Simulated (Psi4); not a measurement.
**C2H5AlO (SMILES [CH3][Al]1[CH2][O]1) at r2SCAN/6-31G(d) (spherical functions)**

Aim: the vertical ionisation energy of C2H5AlO at r2SCAN/6-31G* (spherical functions), from 2 runs. 

Program for the calculation: Psi4 1.11.

1 further run of the same task is left out (set aside as unsound or not needed).

**1. Starting point**

The species is C2H5AlO (9 atoms), meant as a singlet with charge 0. SMILES: `[CH3][Al]1[CH2][O]1`. The coordinates come from a PBE0-D4/def2-TZVP relaxation.

Bond lengths: C1–Al2 1.934 Å, Al2–C3 1.883 Å, Al2–O4 1.707 Å, C3–O4 1.488 Å, C1–H5 1.093 Å, C1–H6 1.091 Å, C1–H7 1.094 Å, C3–H8 1.091 Å, C3–H9 1.091 Å. Some angles: C1–Al2–C3 171.7°, C1–Al2–O4 139.6°, C3–Al2–O4 48.7°, Al2–C3–O4 59.5°, Al2–O4–C3 71.8°, Al2–C1–H5 110.3°, Al2–C1–H6 112.2°, Al2–C1–H7 110.1°, Al2–C3–H8 123.8°, Al2–C3–H9 123.8°.

**2. Energy and gradient at r2SCAN/6-31G(d) (spherical functions)**

Contents of calc.inp:

```
memory 2200 mb

molecule molecule1 {
  0 1
  C     -0.670900     1.320200    -1.081500
  Al     0.051300    -0.076700     0.044200
  C      0.678700    -1.280200     1.349300
  O      0.789300    -1.609500    -0.097900
  H      0.039700     1.575000    -1.872100
  H     -0.900200     2.226000    -0.517500
  H     -1.591200     0.976800    -1.562100
  H      0.038500    -1.980500     1.887700
  H      1.653200    -1.197400     1.832800
  symmetry c1
}

set {
  basis                6-31G*
  puream               true
  e_convergence        1e-09
  d_convergence        1e-08
  scf_type             pk
  dft_radial_points    99
  dft_spherical_points 590
}

e, wfn = gradient('r2scan', return_wfn=True)
oeprop(wfn, 'MAYER_INDICES', 'WIBERG_LOWDIN_INDICES', 'QUADRUPOLE')
print_variables()
```

Started as:

```
$ psi4 -i calc.inp -o calc.out -n 1
```

calc.out:

```text
[...]
  Running in c1 symmetry.
[...]
  Nuclear repulsion =  145.500629802387095
[...]
  Multiplicity = 1
[...]
  Nalpha       = 19
  Nbeta        = 19
[...]
    Number of basis functions: 70
[...]
   @RKS iter   1:  -396.18459512502977   -1.61940e-01   1.44594e-02 ADIIS/DIIS
[...]
   @RKS iter  13:  -396.71078241285153   -1.08002e-12   1.13392e-09 DIIS
[...]
    Orbital Energies [Eh]
    ---------------------
    Doubly Occupied:
       1A    -55.747908     2A    -18.928705     3A    -10.051710
       4A    -10.038442     5A     -4.058748     6A     -2.601182
       7A     -2.594850     8A     -2.591728     9A     -0.913804
      10A     -0.669856    11A     -0.579089    12A     -0.388803
      13A     -0.387012    14A     -0.383946    15A     -0.375005
      16A     -0.345771    17A     -0.292189    18A     -0.220812
      19A     -0.183707
[...]
  @RKS Final Energy:  -396.71078241285153
   => Energetics <=
    Nuclear Repulsion Energy =            145.5006298023870954
    One-Electron Energy =                -835.9740823941656345
    Two-Electron Energy =                 333.6717141618769347
    DFT Exchange-Correlation Energy =     -39.9090439829498820
    Empirical Dispersion Energy =           0.0000000000000000
    VV10 Nonlocal Energy =                  0.0000000000000000
    Total Energy =                       -396.7107824128515290
[...]
  -Total Gradient:
     Atom            X                  Y                   Z
    ------   -----------------  -----------------  -----------------
       1       -0.000493070603     0.000900339974     0.000094993239
       2        0.005131508506    -0.010732960789     0.000089046082
       3       -0.000169392257    -0.000133559664    -0.007010396240
       4       -0.004818007116     0.010373956029     0.006393883940
       5       -0.001176014815    -0.001211192342     0.002354692405
       6        0.000673477924    -0.002329092845    -0.000942025457
       7        0.002350451320     0.000147424559     0.001624730674
       8        0.001444109395     0.002572848056    -0.001294301782
       9       -0.002940789889     0.000413428922    -0.001132906359
[...]
 Multipole Moments:
 ------------------------------------------------------------------------------------
     Multipole            Electronic (a.u.)      Nuclear  (a.u.)        Total (a.u.)
 ------------------------------------------------------------------------------------
 L = 1.  Multiply by 2.5417464519 to convert [e a0] to [Debye]
 Dipole X            :          0.9266447           -1.4534531           -0.5268085
 Dipole Y            :         -1.8338383            2.9078582            1.0740198
 Dipole Z            :          0.2891698           -0.3945048           -0.1053350
 Magnitude           :                                                    1.2008919
 L = 2.  Multiply by 1.3450342976 to convert [e a0^2] to [Debye ang]
 Quadrupole XX       :        -76.8985413           55.5038516          -21.3946897
 Quadrupole XY       :         88.5916158          -86.9175872            1.6740286
[...]
```

Wall time 50 s (1 thread of AMD EPYC 7R43 (Zen 3), shared host); peak memory 1.3 GiB.

**3. The doublet cation: the energy at U-r2SCAN/6-31G(d) (spherical functions)**

Contents of c2h5alo.xyz:

```xyz
9
C2H5AlO
C     -0.670900     1.320200    -1.081500
Al     0.051300    -0.076700     0.044200
C      0.678700    -1.280200     1.349300
O      0.789300    -1.609500    -0.097900
H      0.039700     1.575000    -1.872100
H     -0.900200     2.226000    -0.517500
H     -1.591200     0.976800    -1.562100
H      0.038500    -1.980500     1.887700
H      1.653200    -1.197400     1.832800
```

Contents of calc.py:

```python
import psi4

psi4.set_memory(2200000000)
psi4.set_num_threads(1)
psi4.set_output_file('output.dat', False)

with open('c2h5alo.xyz') as f:
    atoms = ''.join(f.readlines()[2:])
molecule = psi4.geometry('1 2\n' + atoms + 'symmetry c1\nno_reorient\nno_com')

psi4.set_options({
    'reference': 'uks',
    'puream': True,
    'e_convergence': 1e-09,
    'd_convergence': 1e-08,
    'scf_type': 'pk',
    'dft_radial_points': 99,
    'dft_spherical_points': 590,
    'maxiter': 100,
})

e, wfn = psi4.energy("r2scan/6-31G*", molecule=molecule, return_wfn=True)
psi4.oeprop(wfn, "WIBERG_LOWDIN_INDICES", "QUADRUPOLE", "DIPOLE", title="R2SCAN")
print(f'total energy {e:.8f} hartree = {e * 27.211386:.5f} eV')
```

Started as:

```
$ python calc.py
```

output.dat:

```text
[...]
  Running in c1 symmetry.
[...]
  Nuclear repulsion =  145.500629802387095
[...]
  Multiplicity = 2
[...]
  Nalpha       = 19
  Nbeta        = 18
[...]
    Number of basis functions: 70
[...]
   @UKS iter   1:  -396.07409668007563   -5.14417e-02   1.15086e-02 ADIIS/DIIS
[...]
   @UKS iter  14:  -396.40737621529655   -1.53477e-12   4.31867e-09 DIIS
[...]
   @S^2 Observed:                7.550346088E-01
[...]
    Orbital Energies [Eh]
    ---------------------
    Alpha Occupied:
       1A    -56.031802     2A    -19.237033     3A    -10.345748
       4A    -10.228902     5A     -4.337590     6A     -2.878330
       7A     -2.876442     8A     -2.870141     9A     -1.214188
      10A     -0.867659    11A     -0.853734    12A     -0.676678
      13A     -0.657089    14A     -0.620678    15A     -0.565682
      16A     -0.565049    17A     -0.515236    18A     -0.497677
      19A     -0.495735
    Alpha Virtual:
      20A     -0.260815    21A     -0.245503    22A     -0.191584
      23A     -0.124006    24A     -0.086620    25A     -0.059531
[...]
  @UKS Final Energy:  -396.40737621529655
   => Energetics <=
    Nuclear Repulsion Energy =            145.5006298023870954
    One-Electron Energy =                -826.2673692288274196
    Two-Electron Energy =                 323.9469143756309677
    DFT Exchange-Correlation Energy =     -39.5875511644871452
    Empirical Dispersion Energy =           0.0000000000000000
    VV10 Nonlocal Energy =                  0.0000000000000000
    Total Energy =                       -396.4073762152965514
[...]
 Multipole Moments:
 ------------------------------------------------------------------------------------
     Multipole            Electronic (a.u.)      Nuclear  (a.u.)        Total (a.u.)
 ------------------------------------------------------------------------------------
 L = 1.  Multiply by 2.5417464519 to convert [e a0] to [Debye]
 Dipole X            :        -11.7847681           11.8449923            0.0602242
 Dipole Y            :         22.7185201          -22.7394524           -0.0209324
 Dipole Z            :         -1.2634044            2.2053104            0.9419060
 Magnitude           :                                                    0.9440615
 L = 2.  Multiply by 1.3450342976 to convert [e a0^2] to [Debye ang]
 Quadrupole XX       :        -76.5439185           59.1404652          -17.4034534
 Quadrupole XY       :         93.3181667          -93.8944873           -0.5763206
[...]
```

The script printed:

```text
total energy -396.40737622 hartree = -10786.79413 eV
```

It took 1.8 min on 1 thread of AMD EPYC 7R43 (Zen 3), shared host; peak memory 1.3 GiB.

**4. Outcome**

At r2SCAN/6-31G* (spherical functions):

```
                                          quantity          value
                     singlet C2H5AlO: total energy  -396.71078 Eh
                    singlet C2H5AlO: dipole moment         3.05 D
                      singlet C2H5AlO: HOMO energy       -5.00 eV
                      singlet C2H5AlO: LUMO energy       -0.85 eV
                    singlet C2H5AlO: HOMO–LUMO gap        4.15 eV
         singlet C2H5AlO: largest force on an atom     0.674 eV/Å
                      doublet cation: total energy  -396.40738 Eh
doublet cation: HOMO energy (highest over α and β)      -13.26 eV
 doublet cation: LUMO energy (lowest over α and β)      -11.42 eV
                              doublet cation: ⟨S²⟩          0.755
vertical ionisation energy (to the doublet cation)       8.256 eV
```

**Reading.** The vertical ionisation energy comes to 8.26 eV (190 kcal/mol). The largest force (singlet C2H5AlO) is 0.67 eV/Å: the shape isn't a stationary point for this species at this level. −ε(HOMO) before ionisation, 5.00 eV, is 3.26 eV below this ionisation energy.
